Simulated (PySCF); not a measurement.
# C₂H₆Te: NMR shieldings, part 1 of 2

What do calculations give for the NMR shieldings of C₂H₆Te (`C[Te]C`)?

Programs: PySCF 2.14.0, with routines of our own; each step states its level. All values are computed. Atoms count from 0.

## Step 1: The starting structure

9 atoms, charge 0, multiplicity 1; geometry from: GFN2-xTB.

## Step 2: NMR shieldings: PBE/pcJ-1 Te:dyall-v2z, spin–orbit

What the job is given:

```
{"job": {"xc": "PBE", "basis": {"default": "pcJ-1", "Te": "dyall-v2z"}, "rel": "so", "kind": "hnmr"}, "charge": 0, "multiplicity": 1}
Te     0.005550     0.008920    -1.491420
C      1.559970    -0.016730     0.010540
H      1.485120    -0.911570     0.615620
H      1.479070     0.856440     0.644940
H      2.516550    -0.005850    -0.492760
C     -1.561000     0.018000    -0.004310
H     -1.501390     0.913020     0.602350
H     -1.468990    -0.855330     0.628630
H     -2.514880    -0.006890    -0.513590
```

Method: PBE/pcJ-1 Te:dyall-v2z GIAO NMR shielding, X2C with spin-orbit coupling, screened-nuclear two-electron part, Gaussian nuclei, gas phase.

The run is started by

```
$ OMP_NUM_THREADS=1 python heavy_run.py task.json out
```

This one command runs all jobs of the session in turn.

Log:

```text
spin-free SCF
coarse grid: 33224 points
cycle   1  E = -6873.0616047362  dE = -3.342e-01  |g| = 5.176e-01  |ddm| = 2.478e+00
cycle   2  E = -6872.9247438173  dE =  1.369e-01  |g| = 8.257e-01  |ddm| = 1.086e+00
cycle   3  E = -6873.1161863666  dE = -1.914e-01  |g| = 1.399e-01  |ddm| = 8.579e-01
cycle   4  E = -6873.1213146939  dE = -5.128e-03  |g| = 6.285e-02  |ddm| = 2.609e-01
cycle   5  E = -6873.1218784301  dE = -5.637e-04  |g| = 9.369e-03  |ddm| = 6.179e-02
cycle   6  E = -6873.1218997755  dE = -2.135e-05  |g| = 1.362e-03  |ddm| = 1.386e-02
cycle   7  E = -6873.1219002662  dE = -4.907e-07  |g| = 4.753e-04  |ddm| = 2.231e-03
final grid: 68696 points
cycle   8  E = -6873.1227656333  dE = -5.722e-06  |g| = 4.855e-03  |ddm| = 1.603e-03
cycle   9  E = -6873.1227650804  dE =  5.528e-07  |g| = 1.637e-03  |ddm| = 2.332e-03
cycle  10  E = -6873.1227636497  dE =  1.431e-06  |g| = 2.761e-03  |ddm| = 4.225e-03
cycle  11  E = -6873.1227657952  dE = -2.145e-06  |g| = 1.774e-04  |ddm| = 2.730e-03
cycle  12  E = -6873.1227657997  dE = -4.503e-09  |g| = 1.156e-05  |ddm| = 1.501e-04
converged SCF energy = -6873.1227657997
two-component SCF
cycle   1  E = -6872.2939382696  dE = -6.872e+03  |FDS-SDF| = 1.135e+02
cycle   2  E = -6874.2122030532  dE = -1.918e+00  |FDS-SDF| = 7.339e-02
cycle   3  E = -6874.2122068268  dE = -3.774e-06  |FDS-SDF| = 1.726e-02
cycle   4  E = -6874.2122088196  dE = -1.993e-06  |FDS-SDF| = 9.922e-03
cycle   5  E = -6874.2122144891  dE = -5.670e-06  |FDS-SDF| = 1.431e-03
cycle   6  E = -6874.2122147941  dE = -3.049e-07  |FDS-SDF| = 6.838e-04
cycle   7  E = -6874.2122149074  dE = -1.133e-07  |FDS-SDF| = 8.297e-05
cycle   8  E = -6874.2122149093  dE = -1.953e-09  |FDS-SDF| = 9.865e-06
converged, E = -6874.2122149093

Field gradients (au) and densities at the nuclei (bohr^-3)
atom        Vxx        Vyy        Vzz        centre      nuclear mean
  0 Te     3.2510     7.4144   -10.6654     225135.863     218312.556
  1 C     -0.0891    -0.1092     0.1983        126.079        126.077
  2 H     -0.1571    -0.1593     0.3164          0.485          0.485
  3 H     -0.1574    -0.1598     0.3172          0.486          0.486
  4 H     -0.1568    -0.1639     0.3206          0.485          0.485
  5 C     -0.0883    -0.1092     0.1974        126.079        126.077
  6 H     -0.1570    -0.1592     0.3162          0.485          0.485
  7 H     -0.1572    -0.1597     0.3168          0.486          0.486
  8 H     -0.1562    -0.1632     0.3195          0.485          0.485
without picture change
  0 Te                         -11.5702                    486147.465

Core orbital energies (eV)
atom   shell        mean    spread
  0 Te 1s       -31563.396   0.000
  0 Te 2s        -4839.513   0.000
  0 Te 3s         -962.321   0.000
  0 Te 4s         -162.950   0.000
  0 Te 5s          -15.653   0.000
  0 Te 2p1/2     -4533.312   0.000
  0 Te 2p3/2     -4260.480   0.041
  0 Te 3p1/2      -836.718   0.000
  0 Te 3p3/2      -785.691   0.108
  0 Te 4p1/2      -119.808   0.000
  0 Te 4p3/2      -110.102   0.280
  0 Te 3d3/2      -564.370   0.099
  0 Te 3d5/2      -553.849   0.130
  0 Te 4d3/2       -41.375   0.337
  0 Te 4d5/2       -39.903   0.433

vertical triplet (scalar unrestricted SCF): 3.230 eV

Shielding tensors (ppm)
atom      isotropic    diamagn.    paramagn.     s11        s22        s33       span
  0 Te     3729.94     4966.23    -1236.30    2492.99    4221.53    4475.30    1982.31
  1 C       205.55      249.64      -44.09     165.53     183.19     267.93     102.40
  2 H        29.44       30.38       -0.93      22.39      26.80      39.14      16.75
  3 H        29.48       30.42       -0.94      22.39      26.83      39.21      16.82
  4 H        30.37       29.65        0.72      24.18      26.01      40.94      16.76
  5 C       205.60      249.71      -44.11     165.62     183.12     268.05     102.43
  6 H        29.41       30.37       -0.96      22.34      26.77      39.11      16.77
  7 H        29.48       30.44       -0.96      22.34      26.86      39.24      16.90
  8 H        30.35       29.64        0.71      24.17      25.99      40.90      16.74
```

Wall time 44 s (1 thread of Arm Neoverse V1, shared host); peak memory 0.93 GiB.

Key values:

```tsv
quantity	value
energy from spin-orbit coupling	-1.0894 Eh
```

## Step 3: NMR shieldings: PBE/pcJ-1 Te:dyall-v2z, spin–orbit

The job, as its differences from that of step 2:

```diff
@@ -1,2 +1,2 @@
-{"job": {"xc": "PBE", "basis": {"default": "pcJ-1", "Te": "dyall-v2z"}, "rel": "so", "kind": "hnmr"}, "charge": 0, "multiplicity": 1}
+{"job": {"xc": "PBE", "basis": {"default": "pcJ-1", "Te": "dyall-v2z"}, "rel": "so", "snso": false, "kind": "hnmr"}, "charge": 0, "multiplicity": 1}
 Te     0.005550     0.008920    -1.491420
```

Method: PBE/pcJ-1 Te:dyall-v2z GIAO NMR shielding, X2C with spin-orbit coupling, one-electron part alone, Gaussian nuclei, gas phase.

Log:

```text
spin-free SCF
coarse grid: 33224 points
cycle   1  E = -6873.0616047362  dE = -3.342e-01  |g| = 5.176e-01  |ddm| = 2.478e+00
cycle   2  E = -6872.9247438173  dE =  1.369e-01  |g| = 8.257e-01  |ddm| = 1.086e+00
cycle   3  E = -6873.1161863666  dE = -1.914e-01  |g| = 1.399e-01  |ddm| = 8.579e-01
cycle   4  E = -6873.1213146939  dE = -5.128e-03  |g| = 6.285e-02  |ddm| = 2.609e-01
cycle   5  E = -6873.1218784301  dE = -5.637e-04  |g| = 9.369e-03  |ddm| = 6.179e-02
cycle   6  E = -6873.1218997755  dE = -2.135e-05  |g| = 1.362e-03  |ddm| = 1.386e-02
cycle   7  E = -6873.1219002662  dE = -4.907e-07  |g| = 4.753e-04  |ddm| = 2.231e-03
final grid: 68696 points
cycle   8  E = -6873.1227656333  dE = -5.722e-06  |g| = 4.855e-03  |ddm| = 1.603e-03
cycle   9  E = -6873.1227650804  dE =  5.528e-07  |g| = 1.637e-03  |ddm| = 2.332e-03
cycle  10  E = -6873.1227636497  dE =  1.431e-06  |g| = 2.761e-03  |ddm| = 4.225e-03
cycle  11  E = -6873.1227657952  dE = -2.145e-06  |g| = 1.774e-04  |ddm| = 2.730e-03
cycle  12  E = -6873.1227657997  dE = -4.503e-09  |g| = 1.156e-05  |ddm| = 1.501e-04
converged SCF energy = -6873.1227657997
two-component SCF
cycle   1  E = -6872.2235410693  dE = -6.872e+03  |FDS-SDF| = 1.179e+02
cycle   2  E = -6874.3090007226  dE = -2.085e+00  |FDS-SDF| = 8.019e-02
cycle   3  E = -6874.3090053935  dE = -4.671e-06  |FDS-SDF| = 1.905e-02
cycle   4  E = -6874.3090078920  dE = -2.499e-06  |FDS-SDF| = 1.080e-02
cycle   5  E = -6874.3090145412  dE = -6.649e-06  |FDS-SDF| = 1.576e-03
cycle   6  E = -6874.3090149107  dE = -3.696e-07  |FDS-SDF| = 7.469e-04
cycle   7  E = -6874.3090150459  dE = -1.351e-07  |FDS-SDF| = 9.159e-05
cycle   8  E = -6874.3090150484  dE = -2.487e-09  |FDS-SDF| = 1.083e-05
converged, E = -6874.3090150484

Field gradients (au) and densities at the nuclei (bohr^-3)
atom        Vxx        Vyy        Vzz        centre      nuclear mean
  0 Te     3.2516     7.4099   -10.6615     225143.496     218320.209
  1 C     -0.0890    -0.1091     0.1981        126.079        126.077
  2 H     -0.1571    -0.1593     0.3164          0.485          0.485
  3 H     -0.1574    -0.1598     0.3172          0.486          0.486
  4 H     -0.1568    -0.1639     0.3207          0.485          0.485
  5 C     -0.0882    -0.1090     0.1972        126.079        126.077
  6 H     -0.1570    -0.1592     0.3162          0.485          0.485
  7 H     -0.1572    -0.1597     0.3168          0.486          0.486
  8 H     -0.1563    -0.1632     0.3195          0.485          0.485
without picture change
  0 Te                         -11.5661                    486145.910

Core orbital energies (eV)
atom   shell        mean    spread
  0 Te 1s       -31563.240   0.000
  0 Te 2s        -4839.473   0.000
  0 Te 3s         -962.310   0.000
  0 Te 4s         -162.947   0.000
  0 Te 5s          -15.652   0.000
  0 Te 2p1/2     -4541.056   0.000
  0 Te 2p3/2     -4257.033   0.041
  0 Te 3p1/2      -838.161   0.000
  0 Te 3p3/2      -785.043   0.108
  0 Te 4p1/2      -120.083   0.000
  0 Te 4p3/2      -109.979   0.279
  0 Te 3d3/2      -565.887   0.099
  0 Te 3d5/2      -552.852   0.130
  0 Te 4d3/2       -41.584   0.335
  0 Te 4d5/2       -39.766   0.433

Shielding tensors (ppm)
atom      isotropic    diamagn.    paramagn.     s11        s22        s33       span
  0 Te     3735.90     4966.82    -1230.92    2480.27    4256.82    4470.61    1990.33
  1 C       206.28      249.63      -43.35     165.27     182.40     271.16     105.90
  2 H        29.41       30.38       -0.97      22.34      26.76      39.12      16.78
  3 H        29.44       30.42       -0.98      22.33      26.80      39.19      16.85
  4 H        30.36       29.65        0.72      24.18      25.97      40.94      16.76
  5 C       206.32      249.70      -43.38     165.36     182.34     271.27     105.91
  6 H        29.37       30.37       -1.00      22.29      26.73      39.09      16.80
  7 H        29.44       30.44       -1.00      22.29      26.82      39.22      16.93
  8 H        30.34       29.64        0.70      24.16      25.96      40.90      16.74
```

Run time: 40 s. Hardware: 1 thread of Arm Neoverse V1, shared host; peak memory 1 GiB.

Key values:

```tsv
quantity	value
energy from spin-orbit coupling	-1.1862 Eh
```

## Step 4: NMR shieldings: PBE/pcJ-1 Te:dyall-v2z, spin-free

The job, as its differences from that of step 3:

```diff
@@ -1,2 +1,2 @@
-{"job": {"xc": "PBE", "basis": {"default": "pcJ-1", "Te": "dyall-v2z"}, "rel": "so", "snso": false, "kind": "hnmr"}, "charge": 0, "multiplicity": 1}
+{"job": {"xc": "PBE", "basis": {"default": "pcJ-1", "Te": "dyall-v2z"}, "rel": "sf", "kind": "hnmr"}, "charge": 0, "multiplicity": 1}
 Te     0.005550     0.008920    -1.491420
```

Method: PBE/pcJ-1 Te:dyall-v2z GIAO NMR shielding, spin-free X2C, Gaussian nuclei, gas phase.

Log:

```text
spin-free SCF
coarse grid: 33224 points
cycle   1  E = -6873.0616047362  dE = -3.342e-01  |g| = 5.176e-01  |ddm| = 2.478e+00
cycle   2  E = -6872.9247438173  dE =  1.369e-01  |g| = 8.257e-01  |ddm| = 1.086e+00
cycle   3  E = -6873.1161863666  dE = -1.914e-01  |g| = 1.399e-01  |ddm| = 8.579e-01
cycle   4  E = -6873.1213146939  dE = -5.128e-03  |g| = 6.285e-02  |ddm| = 2.609e-01
cycle   5  E = -6873.1218784301  dE = -5.637e-04  |g| = 9.369e-03  |ddm| = 6.179e-02
cycle   6  E = -6873.1218997755  dE = -2.135e-05  |g| = 1.362e-03  |ddm| = 1.386e-02
cycle   7  E = -6873.1219002662  dE = -4.907e-07  |g| = 4.753e-04  |ddm| = 2.231e-03
final grid: 68696 points
cycle   8  E = -6873.1227656333  dE = -5.722e-06  |g| = 4.855e-03  |ddm| = 1.603e-03
cycle   9  E = -6873.1227650804  dE =  5.528e-07  |g| = 1.637e-03  |ddm| = 2.332e-03
cycle  10  E = -6873.1227636497  dE =  1.431e-06  |g| = 2.761e-03  |ddm| = 4.225e-03
cycle  11  E = -6873.1227657952  dE = -2.145e-06  |g| = 1.774e-04  |ddm| = 2.730e-03
cycle  12  E = -6873.1227657997  dE = -4.503e-09  |g| = 1.156e-05  |ddm| = 1.501e-04
converged SCF energy = -6873.1227657997
check of the scalar solution
cycle   1  E = -6873.1227657997  dE = -6.873e+03  |FDS-SDF| = 1.156e-05
cycle   2  E = -6873.1227657997  dE = -4.547e-12  |FDS-SDF| = 1.642e-05
converged, E = -6873.1227657997

Field gradients (au) and densities at the nuclei (bohr^-3)
atom        Vxx        Vyy        Vzz        centre      nuclear mean
  0 Te     3.2444     7.4589   -10.7033     224972.542     218149.117
  1 C     -0.0904    -0.1108     0.2011        126.078        126.076
  2 H     -0.1570    -0.1593     0.3163          0.485          0.485
  3 H     -0.1573    -0.1598     0.3171          0.486          0.486
  4 H     -0.1567    -0.1639     0.3206          0.485          0.485
  5 C     -0.0895    -0.1107     0.2002        126.078        126.076
  6 H     -0.1569    -0.1592     0.3161          0.485          0.485
  7 H     -0.1570    -0.1597     0.3167          0.486          0.486
  8 H     -0.1561    -0.1633     0.3194          0.485          0.485
without picture change
  0 Te                         -11.6178                    486164.922

Core orbital energies (eV)
atom   shell        mean    spread
  0 Te 1s       -31565.083   0.000
  0 Te 2s        -4839.886   0.000
  0 Te 3s         -962.433   0.000
  0 Te 4s         -162.989   0.000
  0 Te 5s          -15.665   0.000
  0 Te 2p        -4347.863   0.067
  0 Te 3p         -802.096   0.179
  0 Te 4p         -113.230   0.457
  0 Te 3d         -558.116   0.143
  0 Te 4d          -40.513   0.484

Shielding tensors (ppm)
atom      isotropic    diamagn.    paramagn.     s11        s22        s33       span
  0 Te     2594.18     5416.98    -2822.81    1720.83    2510.53    3551.17    1830.35
  1 C       177.67      250.85      -73.18     157.91     185.67     189.44      31.54
  2 H        30.23       30.29       -0.06      23.64      27.61      39.43      15.78
  3 H        30.26       30.33       -0.07      23.66      27.65      39.46      15.80
  4 H        30.84       29.62        1.21      24.53      27.04      40.94      16.41
  5 C       177.76      250.92      -73.16     157.94     186.01     189.34      31.39
  6 H        30.20       30.29       -0.09      23.59      27.59      39.41      15.82
  7 H        30.26       30.36       -0.10      23.63      27.68      39.47      15.84
  8 H        30.82       29.61        1.20      24.52      27.03      40.91      16.39
```

Wall time 14 s (1 thread of Arm Neoverse V1, shared host); peak memory 0.95 GiB.

(Continued in part 2 of 2.)
